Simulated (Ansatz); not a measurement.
# CH6GeOSi: a ladder of functionals and wavefunction methods

The task here is to estimate one member of a computed series from the others.

Method: functionals in def2-TZVPP, the program's frozen cores in correlated methods; program: Ansatz 0.2.0, Gaussian basis.

Levels to be run: PBE-D4, r2SCAN-D4, PBE0-D4, B3LYP-D4, ωB97X-V, ωB97M-V, B2PLYP; CCSD(T)/def2-TZVPP; MP2/def2-QZVPP; extrapolation to the limit.

### Structure used throughout

An earlier PBE0-D4 in a triple-zeta def2 set relaxation fixed the geometry.

10 atoms, charge 0, spin multiplicity 1.

Atoms are counted from 1 here; the program's logs count them from 0.

Bond lengths: O1–C2 1.400 Å, O1–H5 0.961 Å, C2–Si3 1.890 Å, C2–Ge4 2.031 Å, C2–H6 1.097 Å, Si3–Ge4 2.310 Å, Si3–H7 1.481 Å, Si3–H8 1.483 Å, Ge4–H9 1.530 Å, Ge4–H10 1.530 Å. Angles: C2–O1–H5 108.4°, O1–C2–Si3 119.4°, O1–C2–Ge4 124.3°, O1–C2–H6 114.3°, Si3–C2–Ge4 72.1°, Si3–C2–H6 111.7°, Ge4–C2–H6 108.3°, C2–Si3–Ge4 56.8°, C2–Si3–H7 114.7°, C2–Si3–H8 118.7°, Ge4–Si3–H7 114.6°, Ge4–Si3–H8 126.6°, H7–Si3–H8 113.4°, C2–Ge4–Si3 51.1°, C2–Ge4–H9 115.6°, C2–Ge4–H10 115.6°, Si3–Ge4–H9 126.6°, Si3–Ge4–H10 117.1° and more.

Set-up of the first run:

Input file in.yaml:

```yaml
crystal:
  periodic: [false, false, false]
  atoms:
    - {symbol: O, position_ang: [-1.107340, 0.274574, -1.550044]}
    - {symbol: C, position_ang: [-0.756927, 0.043718, -0.213888]}
    - {symbol: Si, position_ang: [0.440329, -1.358546, 0.202314]}
    - {symbol: Ge, position_ang: [0.864366, 0.856193, 0.701288]}
    - {symbol: H, position_ang: [-1.383581, 1.190985, -1.637865]}
    - {symbol: H, position_ang: [-1.599849, 0.077371, 0.486766]}
    - {symbol: H, position_ang: [1.200017, -1.887609, -0.953359]}
    - {symbol: H, position_ang: [0.001301, -2.411387, 1.150595]}
    - {symbol: H, position_ang: [0.589960, 1.559689, 2.032519]}
    - {symbol: H, position_ang: [1.834923, 1.603813, -0.215526]}
basis:
  gaussian: {orbitals: def2-TZVPP}
hamiltonian: {xc: pbe, dispersion: d4}
output: {forces: true, orbitals: {seedname: orbitals}}
```

The run is started by

```sh
> ansatz run in.yaml --threads 4 --pin off --events-out ev --progress --plain --max-ram 10444MiB
```

Among the steps run: PBE-D4 (GGA); r2SCAN-D4 (meta-GGA); PBE0-D4 (hybrid); B3LYP-D4 (hybrid); ωB97X-V (range-separated); ωB97M-V (range-separated); B2PLYP (double hybrid); CCSD(T) in def2-TZVPP; MP2 in def2-QZVPP.

One of the session's tables, all rows but one given; the rest of the session is left out.

```
            method  atomisation energy (eV)
            PBE-D4                   32.816
         r2SCAN-D4                        ?
           PBE0-D4                   32.251
          B3LYP-D4                   32.197
           ωB97X-V                   32.586
           ωB97M-V                   32.326
            B2PLYP                   31.846
     HF/def2-TZVPP                   22.442
    MP2/def2-TZVPP                   31.855
   CCSD/def2-TZVPP                   31.087
CCSD(T)/def2-TZVPP                   31.627
           MP2/CBS                   32.752
       CCSD(T)/CBS                   32.524
```

**Question.** Estimate the row for r2SCAN-D4.

As computed: atomisation energy (eV): 32.531. In the column «atomisation energy (eV)» it lies between CCSD(T)/CBS (32.524) and ωB97X-V (32.586).
